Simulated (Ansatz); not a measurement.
CH4AlBO, SMILES [CH3][Al]1[BH][O]1, a rigid scan of one bond length

With Ansatz's Python interface.

Notebook, run cell by cell (the value of a cell's last expression is shown):

**Cell 1**
```python
import ansatz as az
import numpy as np
```

**Cell 2**
```python
GEOMETRY = '''
C    -0.80730    1.16150   -0.39430
Al    0.73520    0.10830    0.06380
B     1.15120   -1.91040    0.34900
O     1.88170   -0.78640    1.13010
H    -1.38860    0.72600   -1.27270
H    -1.53330    1.28340    0.46890
H    -0.50440    2.22920   -0.69150
H     0.55750   -2.86870    0.29080
'''
```

**Cell 3**
```python
system = az.Crystal.molecule()
for line in GEOMETRY.strip().splitlines():
    symbol, *xyz = line.split()
    system = system.atom(symbol, [float(v) for v in xyz])

symbols = [site.symbol for site in system.cartesian_sites]
start = np.array([site.position_ang for site in system.cartesian_sites])
axis = (start[5] - start[0]) / np.linalg.norm(start[5] - start[0])
moving = [5]
lengths, energies = [0.96, 1.04, 1.13, 1.25, 1.42, 1.7, 2.04, 2.5], []
for length in lengths:
    xyz = start.copy()
    xyz[moving] += (length - np.linalg.norm(start[5] - start[0])) * axis
    point = az.Crystal.molecule()
    for symbol, place in zip(symbols, xyz):
        point = point.atom(symbol, place.tolist())
    base = point.calculation()
    base = base.basis(gaussian='6-31G*').functional('r2scan')
    report = base.run(threads=1, backend='cpu').report
    energies.append(report['free_energy_ev'])
    print(f'r = {length:6.3f} A  E = {energies[-1]:.5f} eV  <S^2> = {abs(report["mean_field"]["state"]["spin_squared"]):.3f}')
```
Output:
```text
r =  0.960 A  E = -10416.80129 eV  <S^2> = 0.000
r =  1.040 A  E = -10417.16065 eV  <S^2> = 0.000
r =  1.130 A  E = -10417.21359 eV  <S^2> = 0.000
r =  1.250 A  E = -10416.95214 eV  <S^2> = 0.000
r =  1.420 A  E = -10416.28765 eV  <S^2> = 0.000
r =  1.700 A  E = -10415.06071 eV  <S^2> = 0.000
r =  2.040 A  E = -10413.82339 eV  <S^2> = 0.000
r =  2.500 A  E = -10412.71979 eV  <S^2> = 0.000
```

**Cell 4**
```python
print('energy above the lowest point (eV):', [round(e - min(energies), 3) for e in energies])
```
Output:
```text
energy above the lowest point (eV): [0.412, 0.053, 0.0, 0.261, 0.926, 2.153, 3.39, 4.494]
```

Total energies depend on the basis set; only differences at equal settings carry meaning. The rest of the molecule is held rigid at a force-field or estimated start geometry, and the basis set is modest; single-reference methods fail as a bond breaks. The orbitals are restricted, so S² is zero by construction. Toward dissociation an unrestricted state can lie under the restricted one, by tenths of an eV for polar bonds under a functional and by 1 to 2 eV or more for others. Timing: 22 s on 1 thread of Intel(R) Xeon(R) Processor @ 2.30GHz, with other jobs on the host, peak memory 0.23 GiB.
